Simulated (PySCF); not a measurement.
# C₄H₂F₃NS: reorganisation energies

Wanted: reorganisation energies for C₄H₂F₃NS (`FC(F)(F)c1cscn1`).

Computed with PySCF 2.14.0 and routines of our own; the level stands in each step. Atoms count from 0.

## (1) The starting structure

11 atoms, charge 0, multiplicity 1; geometry from: GFN2-xTB.

## (2) Relaxing the molecule at BHandHLYP/def2-SVP

What the job is given:

```
{"job": {"xc": "BHandHLYP", "basis": "def2-SVP", "grid": 1, "kind": "geom"}, "charge": 0, "multiplicity": 1}
F     -1.967455    -1.459279    -0.332241
C     -1.614044    -0.205151    -0.022129
F     -2.181031     0.075354     1.158411
F     -2.201859     0.593661    -0.928931
C     -0.129815    -0.014987    -0.005186
C      0.560823     0.853097    -0.801439
S      2.232569     0.751454    -0.456977
C      1.867101    -0.455723     0.735683
N      0.625018    -0.742081     0.852954
H      0.174481     1.520283    -1.544849
H      2.639636    -0.913959     1.318739
```

Command:

```bash
> OMP_NUM_THREADS=1 python excited_run.py task.json out
```

This one command runs all jobs of the session in turn.

Log:

```text
step   0  E = -905.34681779  max force = 0.024456
step   1  E = -905.34774050  max force = 0.011423
step   2  E = -905.34795379  max force = 0.003128
step   3  E = -905.34810615  max force = 0.001947
step   4  E = -905.34812548  max force = 0.001513
step   5  E = -905.34817202  max force = 0.000887
step   6  E = -905.34819722  max force = 0.000524
step   7  E = -905.34824118  max force = 0.001122
step   8  E = -905.34826396  max force = 0.000666
step   9  E = -905.34827534  max force = 0.000392
optimisation converged
```

It took 81 s on 1 thread of Intel Xeon Platinum 8259CL at 2.50GHz, shared host; peak memory 0.6 GiB.

Relaxation path:

```csv
step,energy from step 0 (eV),largest force component (eV/Å)
0,0.0000,1.2576
1,-0.0251,0.5874
2,-0.0309,0.1608
3,-0.0351,0.1001
4,-0.0356,0.0778
5,-0.0369,0.0456
6,-0.0375,0.0269
7,-0.0387,0.0577
8,-0.0394,0.0342
9,-0.0397,0.0202
```

Close pairs (by a distance rule), those that changed most:

```
  bond  before (Å)  after (Å)  change (Å)
 F0–C1       1.339      1.322      -0.017
 C1–F2       1.339      1.323      -0.017
 C1–F3       1.344      1.328      -0.016
C7–H10       1.071      1.084      +0.013
 S6–C7       1.736      1.727      -0.009
 C5–H9       1.071      1.080      +0.009
 C4–C5       1.365      1.357      -0.008
 C4–N8       1.355      1.359      +0.005
```

The next job starts from the end point, and lists it.

```
                         at the end point                value
  point group (found at 0.08 Å tolerance)                   Cs
rotational constants (GHz, main isotopes)  3.292, 0.925, 0.824
                        dipole moment (D)                 3.55
```

## (3) Relaxation after adding or removing an electron (C4H2F3NS+ (doublet)): UKS BHandHLYP/def2-SVP

What the job is given:

```
{"job": {"kind": "ionopt", "ions": [1], "xc": "BHandHLYP", "basis": "def2-SVP", "grid": 1}, "charge": 1, "multiplicity": 2}
F     -1.992027    -1.367498    -0.392828
C     -1.622811    -0.156455    -0.012537
F     -2.142259     0.059609     1.184679
F     -2.169639     0.715261    -0.852440
C     -0.133145    -0.010763    -0.004509
C      0.556047     0.903416    -0.733670
S      2.229298     0.722125    -0.424038
C      1.858974    -0.571039     0.658448
N      0.608383    -0.838289     0.778349
H      0.164120     1.645909    -1.412502
H      2.646734    -1.098155     1.184909
```

With the program's defaults for keys left out, this is: UKS BHandHLYP/def2-SVP geometry optimisation of the ion from the geometry of its parent, gas phase.

Log:

```text
step       E/Eh        max force   <S^2>
  0    -904.97445217   0.081288   0.7724
  1    -904.99079672   0.026645   0.7787
  2    -904.99163028   0.008270   0.7802
  3    -904.99251079   0.003002   0.7791
  4    -904.99253882   0.001170   0.7792
  5    -904.99255127   0.000629   0.7791
  6    -904.99255172   0.000611   0.7791
  7    -904.99255496   0.000282   0.7791
optimisation converged
```

Run time: 2 min. Hardware: 1 thread of Intel Xeon Platinum 8259CL at 2.50GHz, shared host; peak memory 0.72 GiB.

In short:

```
             quantity    value
geometry moved (RMSD)  0.106 Å
                 ⟨S²⟩    0.779
```

Bonds of the start that changed most:

```
 bond  start (Å)  end (Å)
C4–C5      1.357    1.445
S6–C7      1.727    1.777
C5–S6      1.711    1.661
N8–C4      1.359    1.316
C1–C4      1.497    1.524
C1–F2      1.323    1.303
```

Mulliken spin populations:

```
atom  value (e)
  F0       0.01
  C1      -0.03
  F2       0.01
  F3       0.00
  C4       0.40
  C5       0.39
  S6      -0.04
  C7       0.48
  N8      -0.18
  H9      -0.02
 H10      -0.02
```

Orbitals, density, ELF and potential are computed afterwards from the orbital file.

ELF in a plane through or near 9 of the atoms.

Values, 10 rows by 14 columns:
```
0.00 0.00 0.00 0.00 0.00 0.00 0.00 0.00 0.00 0.00 0.00 0.00 0.00 0.00
0.00 0.00 0.00 0.00 0.00 0.00 0.00 0.02 0.00 0.00 0.00 0.00 0.00 0.00
0.00 0.00 0.06 0.51 0.44 0.05 0.49 1.00 0.89 0.00 0.00 0.00 0.00 0.00
0.00 0.01 0.41 0.96 0.24 0.72 0.48 0.97 0.17 0.57 0.43 0.09 0.00 0.00
0.00 0.00 0.17 0.73 0.35 0.63 0.51 0.84 0.07 0.80 0.86 0.48 0.00 0.00
0.00 0.00 0.01 0.36 0.53 0.53 0.62 0.43 0.97 0.51 0.16 0.03 0.00 0.00
0.00 0.00 0.95 1.00 0.92 0.77 0.33 0.40 0.06 0.24 0.05 0.00 0.00 0.00
0.00 0.00 0.12 0.84 0.06 0.37 0.89 0.51 0.00 0.05 0.01 0.00 0.00 0.00
0.00 0.00 0.00 0.00 0.00 0.00 0.01 0.00 0.00 0.00 0.00 0.00 0.00 0.00
0.00 0.00 0.00 0.00 0.00 0.00 0.00 0.00 0.00 0.00 0.00 0.00 0.00 0.00
```
The map spans 10.9 Å across and 9.6 Å up, centred on the molecule. Atoms in the plane (x, y in Å): C1 (1.6, -0.4), F3 (2.3, 0.8), C4 (0.1, -0.1), C5 (-0.4, 1.2), S6 (-2.1, 1.2), C7 (-2.0, -0.6), N8 (-0.7, -1.1), H9 (0.1, 2.2), H10 (-2.8, -1.2).

On the surface of density 0.002 e/bohr³ the electrostatic potential runs, from the 1st to the 99th percentile, from 2.70 V near F0 to 6.69 V near H10.

The spin density lies nearest to C4, C5, C7 about 25 % each; N8 9 % (beta excess).

## (4) Reorganisation energies: UKS BHandHLYP/def2-SVP

The job, as its differences from that of step 3:

```diff
@@ -1,2 +1,2 @@
-{"job": {"kind": "ionopt", "ions": [1], "xc": "BHandHLYP", "basis": "def2-SVP", "grid": 1}, "charge": 1, "multiplicity": 2}
+{"job": {"kind": "reorg", "ions": [1, -1], "xc": "BHandHLYP", "basis": "def2-SVP", "grid": 1}, "charge": 0, "multiplicity": 1}
 F     -1.992027    -1.367498    -0.392828
```

Level: UKS BHandHLYP/def2-SVP four-point reorganisation energy, gas phase.

Log:

```text
final grid: 53000 points
cycle   1  E = -905.1808793083  dE =  2.095e+00  |g| = 9.351e-01  |ddm| = 3.943e+00
cycle   2  E = -905.1836460076  dE = -2.767e-03  |g| = 9.978e-01  |ddm| = 1.408e+00
cycle   3  E = -905.3474712701  dE = -1.638e-01  |g| = 5.581e-02  |ddm| = 7.380e-01
cycle   4  E = -905.3480889882  dE = -6.177e-04  |g| = 2.851e-02  |ddm| = 7.829e-02
cycle   5  E = -905.3482583039  dE = -1.693e-04  |g| = 7.853e-03  |ddm| = 3.358e-02
cycle   6  E = -905.3482729098  dE = -1.461e-05  |g| = 2.853e-03  |ddm| = 9.622e-03
cycle   7  E = -905.3482748778  dE = -1.968e-06  |g| = 1.118e-03  |ddm| = 4.221e-03
cycle   8  E = -905.3482752836  dE = -4.058e-07  |g| = 3.635e-04  |ddm| = 1.689e-03
cycle   9  E = -905.3482753362  dE = -5.259e-08  |g| = 6.633e-05  |ddm| = 7.168e-04
cycle  10  E = -905.3482753384  dE = -2.168e-09  |g| = 2.761e-05  |ddm| = 1.465e-04
cycle  11  E = -905.3482753386  dE = -2.142e-10  |g| = 1.005e-05  |ddm| = 4.734e-05
converged SCF energy = -905.3482753386

hole transfer: vertical 10.0175 eV, relaxation of the ion converged
  adiabatic 9.6796 eV, lambda(ion) 0.3379, lambda(parent) 0.3434, total 0.6812 eV

electron transfer: vertical -0.9517 eV, relaxation of the ion skipped
```

It took 19 s on 1 thread of Intel Xeon Platinum 8259CL at 2.50GHz, shared host; peak memory 0.66 GiB.

## (5) What came out

```
                                                   quantity                 value
                                                point group                    Cs
                       rotational constants (main isotopes)  3.29, 0.92, 0.82 GHz
     geometry moved (RMSD) (step 3, UKS BHandHLYP/def2-SVP)               0.106 Å
hole reorganisation energy (step 4, UKS BHandHLYP/def2-SVP)             0.6812 eV
```

In words: The optimisation took 9 steps and gained 0.040 eV; among the close pairs (by a distance rule), F0–C1 changed most, from 1.339 to 1.322 Å. No frequency check was run at this level, so the end point may be a saddle. In step 3 (relaxation after adding or removing an electron), among the bonds C4–C5 changes most, from 1.357 to 1.445 Å.
